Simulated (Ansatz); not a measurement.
# Cl3FSi: the cost of one run

The runs use Ansatz 0.2.0, Gaussian basis; PBE0-D4/def2-TZVP structures, single points in def2-TZVPP, no counterpoise correction.

Levels: SPW92, PBE-D4, BLYP-D4, r2SCAN-D4, B97M-V, PBE0-D4, B3LYP-D4, r2SCAN0-D4, BHLYP-D4, CAM-B3LYP-D4, wB97X-V, wB97M-V, B2PLYP, PBE-QIDH, RPA on PBE, Hartree-Fock, MP2, CCSD, CCSD(T).

Correlated methods freeze the cores. B3LYP uses VWN-RPA correlation. B2PLYP carries no dispersion term here.

94 further runs of the same task are left out: 94 set aside as unsound or not needed. Runs told in other sessions of the task aren't counted.

## (1) Where the work starts

The complex: 8 atoms, charge 0, spin multiplicity 1.

Atoms are counted from 1 here; the program's logs count them from 0.

Bond lengths: Si1–Cl3 2.018 Å, Si1–Cl4 2.007 Å, Si1–Cl5 2.022 Å, Si1–F7 1.579 Å, O2–H6 0.960 Å, O2–H8 0.960 Å. Angles: Cl3–Si1–Cl4 112.0°, Cl3–Si1–Cl5 109.0°, Cl3–Si1–F7 109.2°, Cl4–Si1–Cl5 109.7°, Cl4–Si1–F7 110.1°, Cl5–Si1–F7 106.7°, H6–O2–H8 105.2°.

Geometry (Å):

```xyz
8

Si   -1.0565   -0.0217   -0.6533
O     1.5490    0.0353    1.3566
Cl    0.0172   -1.6361   -1.2115
Cl   -1.8276   -0.2301    1.1883
Cl   -2.5471    0.2711   -1.9871
H     1.7656    0.8852    0.9655
F    -0.1362    1.2601   -0.7134
H     2.2355   -0.5638    1.0549
```

Its parts: SiCl₃F holds atoms 1, 3, 4, 5, 7; H₂O holds atoms 2, 6, 8. Each part counts its atoms afresh in its own runs.

## (2) Relaxing SiCl₃F alone

The input, relax-a/in.yaml:

```yaml
crystal:
  periodic: [false, false, false]
  atoms:
    - {symbol: Si, position_ang: [-1.056497, -0.021673, -0.653292]}
    - {symbol: Cl, position_ang: [0.017152, -1.636137, -1.211516]}
    - {symbol: Cl, position_ang: [-1.827568, -0.230120, 1.188339]}
    - {symbol: Cl, position_ang: [-2.547095, 0.271137, -1.987140]}
    - {symbol: F, position_ang: [-0.136242, 1.260099, -0.713400]}
basis:
  gaussian: {orbitals: def2-TZVP}
hamiltonian: {xc: pbe0, dispersion: d4}
relax: {f_tol: 0.005, max_steps: 200}
```

Launch:

```
$ ansatz run in.yaml --threads 8 --pin off --events-out ev --progress --plain --max-ram 19148MiB
```

**Question.** How long does this run take on 8 threads of Intel Xeon at 2.50GHz, shared host?

About 17 s.
